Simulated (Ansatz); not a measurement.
# AlOsC4N4: one candidate of a structure search

Aim: relax a trial structure of AlOsC4N4 and see where it ends.

Method: DFT PBE, scalar-relativistic, plane waves, PAW, in Ansatz 0.2.0.

## (1) The structure to begin with

The structure is cubic, space group P-43m (No. 215). The conventional cell has a = 5.808 Å, b = 5.808 Å, c = 5.808 Å, α = 90.00°, β = 90.00°, γ = 90.00°. Al (site symmetry -43m) is surrounded by 4 C at 1.88 Å. Os (site symmetry -43m) is surrounded by 4 N at 1.98 Å. C (site symmetry 3m) has 1 N at 1.17 Å and 1 Al at 1.88 Å in its first shell of neighbours. Around N (site symmetry 3m) lie 1 C at 1.17 Å and 1 Os at 1.98 Å.

Structure file:

```cif
data_structure
_symmetry_space_group_name_H-M 'P 1'
_symmetry_Int_Tables_number 1
_cell_length_a 5.8081
_cell_length_b 5.8081
_cell_length_c 5.8081
_cell_angle_alpha 90.000
_cell_angle_beta 90.000
_cell_angle_gamma 90.000
_cell_volume 195.94
loop_
_atom_site_label
_atom_site_type_symbol
_atom_site_fract_x
_atom_site_fract_y
_atom_site_fract_z
_atom_site_occupancy
Al1 Al 0.00000 0.00000 0.00000 1
Os1 Os 0.50000 0.50000 0.50000 1
C1 C 0.18638 0.18638 0.18638 1
C2 C 0.18638 0.81362 0.81362 1
C3 C 0.81362 0.18638 0.81362 1
C4 C 0.81362 0.81362 0.18638 1
N1 N 0.30268 0.30268 0.30268 1
N2 N 0.30268 0.69732 0.69732 1
N3 N 0.69732 0.30268 0.69732 1
N4 N 0.69732 0.69732 0.30268 1
```

A structure generator made this guess: two interpenetrating cyanide-bridged diamond nets (P-43m, No. 215). Its size is a rough estimate.

## (2) A first look at the guess

File input.yaml:

```yaml
crystal:
  lattice:
    - [5.80814371, 0.0, 0.0]
    - [0.0, 5.80814371, 0.0]
    - [0.0, 0.0, 5.80814371]
  atoms:
    - { symbol: Al, position: [0.0, 0.0, 0.0] }
    - { symbol: Os, position: [0.5, 0.5, 0.5], spin: 1.0 }
    - { symbol: C, position: [0.18638171, 0.18638171, 0.18638171] }
    - { symbol: C, position: [0.18638171, 0.81361829, 0.81361829] }
    - { symbol: C, position: [0.81361829, 0.18638171, 0.81361829] }
    - { symbol: C, position: [0.81361829, 0.81361829, 0.18638171] }
    - { symbol: "N", position: [0.3026839, 0.3026839, 0.3026839] }
    - { symbol: "N", position: [0.3026839, 0.6973161, 0.6973161] }
    - { symbol: "N", position: [0.6973161, 0.3026839, 0.6973161] }
    - { symbol: "N", position: [0.6973161, 0.6973161, 0.3026839] }
basis:
  ecutwfc: 420
kpoints:
  mp_grid: { grid: [4, 4, 4] }
hamiltonian:
  xc: pbe
scf:
  occupations: { method: gaussian, width: 0.1 }
  lower_state_search: "off"
output:
  forces: true
  stress: true
  eigenvalues: true
  populations: true
magnetization:
  spin_polarized: true
```

Run with:

```bash
$ ansatz run input.yaml --threads 1 --pin off --max-ram 2560MiB --backend cpu --events-out ev --progress --plain --runs-dir out
```

Further runs follow: coarse relaxation; final relaxation.

Q: Predict the outcome of this session. Wanted: conventional cell; volume; energy over the elements; gap on the mesh; total moment.

As calculated:

| quantity | value |
| --- | --- |
| symmetry at the end (tolerance 0.02 Å) | space group P-43m (No. 215) |
| conventional cell | a = 5.896 Å, b = 5.896 Å, c = 5.896 Å, α = 90.00°, β = 90.00°, γ = 90.00° |
| volume | 20.50 Å³/atom |
| energy over the elements (uncorrected; H, N, O, F and Cl as molecules) | +0.59 eV/atom |
| gap on the mesh | 0.22 eV |
| total moment | 3.00 μB/cell |

**Reading.** The space group P-43m (No. 215) is kept, and the volume per atom grows by 4.6 % from the first guess. The formation energy is positive, so the separate elements lie lower. No finished test with a distortion of lower symmetry is shown, so the end may be a saddle point. Spin-orbit coupling is left out, which matters for the bands of Os. Other magnetic orders were not searched.
